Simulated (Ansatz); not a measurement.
The system is MgB.

```
CELL_PARAMETERS angstrom
2.89515 0.00000 0.00000
0.00000 2.89515 0.00000
0.00000 0.00000 2.89515
ATOMIC_POSITIONS crystal
Mg 0.00000 0.00000 0.00000
B 0.50000 0.50000 0.50000
```

The cell was built by a generator and needn't be a form met in nature.

A run of Ansatz 0.2.0 on this cell left the log below. Logs are shortened: lines on timing, memory, paths and dates and some standing lists are left out, and cuts for length are marked.

```text
Warning: RAYON_NUM_THREADS=2 ignored (pool sized by the plan → 2); use --threads N
scf.n_extra_bands = 6 over 7 filled bands (N_el = 13.0): the run solves 13 bands
Engine: ansatz 0.2.0, x86_64-unknown-linux-gnu
Pseudopotentials: kind: paw
Pseudopotential: Mg, paw, valence charge 10, recommended cutoff 420 eV (normal), Mg.paw.azcp
Pseudopotential: B, paw, valence charge 3, recommended cutoff 420 eV (normal), B.paw.azcp
Functional definition: BLYP
  parameter beta = 0.0042
  parameter a = 0.04918
  parameter b = 0.132
  parameter c = 0.2533
  parameter d = 0.349
  exchange = b88_x(beta = beta)
  correlation = lyp_c(a = a, b = b, c = c, d = d)
Crystal: 2 atoms, lattice volume = 24.267 Å³
Basis set: ecut = 420 eV, 461 PW (Γ), exchange–correlation on 40×40×40 points (8 copies of the dense FFT grid, shifted against one another)
Bands: 13, of which v1, the nominal top of the filled ones, is band 7 counted from 1 (6 counted from 0)
Symmetry: 48 space group operations
Space group: Pm-3m (ITA 221), of the structure as read, at distance tolerance 2.9e-5 Å
k-points: 35 of 729
Non-local potential: Mg, projectors of the file, l = 0: 3, l = 1: 2, l = 2: 1
Non-local potential: B, projectors of the file, l = 0: 2, l = 1: 2, l = 2: 1
PAW form: soft (Blöchl's): semilocal exchange-correlation on the pseudo side does not see the compensation charge
PAW frozen core: Mg, regenerated for the run's functional, and the local potential with it (the file was generated under x = pbe(κ = 0.804, μ = 0.2195149727645171), c = pbe(β = 0.06672455060314922))
PAW frozen core: B, regenerated for the run's functional, and the local potential with it (the file was generated under x = pbe(κ = 0.804, μ = 0.2195149727645171), c = pbe(β = 0.06672455060314922))
PAW one-centre angular grid: Mg, 110 points (default); XC on 64 Gauss nodes
PAW one-centre angular grid: B, 110 points (default); XC on 64 Gauss nodes
Initial density: superposition of atomic densities (neutral atoms: chi_scale 0, normalization atom), corrected by the library's trained network
Initial wavefunctions: pseudopotential atomic-orbital guess
Functional: x = b88, c = lyp
SCF iter   1: F=—  HF=-2081.564489 eV  |F-HF|=—  |Δ(HF+E_count)|=         —  Δρ=9.98e-3  dr2=3.05e-2  ethr=1.77e-3  ⟨swp⟩=5.5  Hψ=2590  notcnv=0  defer=10
preconditioner: auto → none  [insulator: Δε(μ)=0.131 eV  Ē_g=13.484 eV  σ=0.050 eV  W_gap=0.57  n_scr=6 (ndim 8)  ℏωp=16.9 eV  f_vac=0.000  D(μ)=0.80/eV (n_scr^D=6)  ε∞_Penn≈2.6]
SCF iter   2: F=—  HF=-2081.554372 eV  |F-HF|=—  |Δ(HF+E_count)|=   1.01e-2  Δρ=1.85e-3  dr2=7.89e-4  ethr=2.35e-4  ⟨swp⟩=2.0  Hψ=899  notcnv=0  defer=62
SCF iter   3: F=—  HF=-2081.554376 eV  |F-HF|=—  |Δ(HF+E_count)|=   3.37e-6  Δρ=5.48e-4  dr2=5.55e-5  ethr=6.07e-6  ⟨swp⟩=1.9  Hψ=465  notcnv=0  defer=62
SCF iter   4: F=—  HF=-2081.554418 eV  |F-HF|=—  |Δ(HF+E_count)|=   4.21e-5  Δρ=4.84e-5  dr2=3.05e-7  ethr=4.27e-7  ⟨swp⟩=2.0  Hψ=479  notcnv=0  defer=62
iter 5 did not close the SCF: its close was put off for the readings that it lacked (scf_convergence_deferred on its scf_iter line)
SCF iter   5: F=-2081.554419 eV  HF=-2081.554419 eV  |F-HF|=6.05e-8  |Δ(HF+E_count)|=   8.22e-7  Δρ=1.35e-5  dr2=2.72e-8  ethr=2.35e-9  ⟨swp⟩=2.9  Hψ=599  notcnv=0  defer=62
SCF iter   6: F=-2081.554419 eV  HF=-2081.554419 eV  |F-HF|=1.77e-11  |Δ(HF+E_count)|=   7.21e-8  Δρ=9.01e-7  dr2=1.37e-10  ethr=2.09e-10  ⟨swp⟩=5.9  Hψ=1896  notcnv=0
SCF 1 converged in 6 iterations: F = -2081.554419 eV  dr2 = 1.37e-10
  greatest PAW one-centre occupation: 1.000 electrons in one spin orbital (limit 2), on the Mg atom at site 0 (counted from 0), in its partial waves of l = 1
NSCF: frozen V_eff on 86 k-points
SCF converged after 6 iterations
Free energy (F): -2081.554419 eV
Harris-Foulkes:  -2081.554419 eV  (|F-HF|=1.77e-11)
Internal energy: -2081.547953 eV  (E = F + TS)
E sigma→0 (E₀):  -2081.551186 eV
Entropy (-TS):   -0.006466 eV (-3.233 meV/atom)
Fermi energy:    8.960428 eV
--- Per-component energies (eV) ---
  E_band       = -313.009118
  E_kinetic    = 119.644026
  E_local      = -1531.877577  (includes V_loc(G=0)·N_el)
  E_nonlocal   = 105.697753
  E_hartree    = 547.973684
  E_xc         = -58.387389
  E_vxc        = -72.001882  (∫ρ·V_xc dr)
  E_paw        = -375.844723  (= ΣΔE_a)
  E_vpaw       = -30.418656  (= ΣTr[D̂ρ^β])
  E_aug_tail   = -0.000000  (compensation charges beyond the density's cutoff)
  E_ewald      = -888.756732
  E_core_change = 0.003004  (= ΣΔE_core)
  E_smearing   = -0.006466  (= −TS)
  E_closure    = -0.000000  (closes the sum)
  Σ components = -2081.554419   (vs F -2081.554419, Δ=0.00e0)
--- Forces (eV/Å), atoms counted from 1 ---
  atom   1  Mg    -0.00000000     0.00000000    -0.00000000
  atom   2  B      0.00000000    -0.00000000     0.00000000
  max |Σ_I F_I| component: 7.97e-31 eV/Å
--- Stress (GPa, compression-positive) ---
        2.597521      -0.000000       0.000000
       -0.000000       2.597521       0.000000
        0.000000       0.000000       2.597521
  P = ⅓ Tr σ = 2.5975 GPa (25.975 kbar)
--- Band table (eV; the first three rows and the last of 35) ---
  k-point 0: bands = ["-66.8027", "-33.7215", "-33.7215", "-33.7215", "-1.8257", "11.2529", "11.2529", "11.2529", "16.1460", "16.1460", "17.7117", "26.8710", "26.8710"]
  k-point 1: bands = ["-66.8023", "-33.7274", "-33.7210", "-33.7210", "-1.6313", "9.9006", "11.3603", "11.3603", "16.3638", "17.1291", "18.3000", "25.9717", "25.9717"]
  k-point 2: bands = ["-66.8011", "-33.7423", "-33.7197", "-33.7197", "-1.0561", "7.5839", "11.6537", "11.6537", "17.0154", "17.8662", "20.1360", "24.1633", "24.1633"]
  k-point 34: bands = ["-66.7915", "-33.7585", "-33.7583", "-33.7583", "5.9050", "7.5419", "7.5419", "8.2116", "13.3213", "13.3578", "13.3578", "19.4469", "29.6535"]
```

Q: Write the input and the command behind it.

A: Band structure with BLYP, no spin polarisation. The files as run (others can give the same):

input.yaml
```yaml
crystal:
  lattice:
    - [2.89515, 0.0, 0.0]
    - [0.0, 2.89515, 0.0]
    - [0.0, 0.0, 2.89515]
  atoms:
    - { symbol: Mg, position: [0.0, 0.0, 0.0] }
    - { symbol: B, position: [0.5, 0.5, 0.5] }
hamiltonian:
  xc: blyp
  pseudopotentials: { kind: paw }
kpoints:
  mp_grid: { grid: [9, 9, 9] }
  band_path:
    path:
      - [[0.0, 0.0, 0.0], [0.0, 0.5, 0.0], [0.5, 0.5, 0.0], [0.0, 0.0, 0.0], [0.5, 0.5, 0.5], [0.0, 0.5, 0.0]]
      - [[0.5, 0.5, 0.0], [0.5, 0.5, 0.5]]
    npoints: 14
scf:
  occupations: { method: fermi_dirac, width: 0.05 }
  n_extra_bands: 6
output:
  forces: true
  stress: true
  eigenvalues: true
  fatbands: false
```

Potentials or basis: Ansatz PAW.
The run is started by
```bash
$ ansatz run input.yaml --threads 2 --pin off --max-ram 5632MiB --backend cpu --events-out ev --progress --plain --runs-dir out
```

Caveat: the PAW data sets come from PBE, with cores solved anew for the run's functional, which leaves a small shift of forces and pressure.
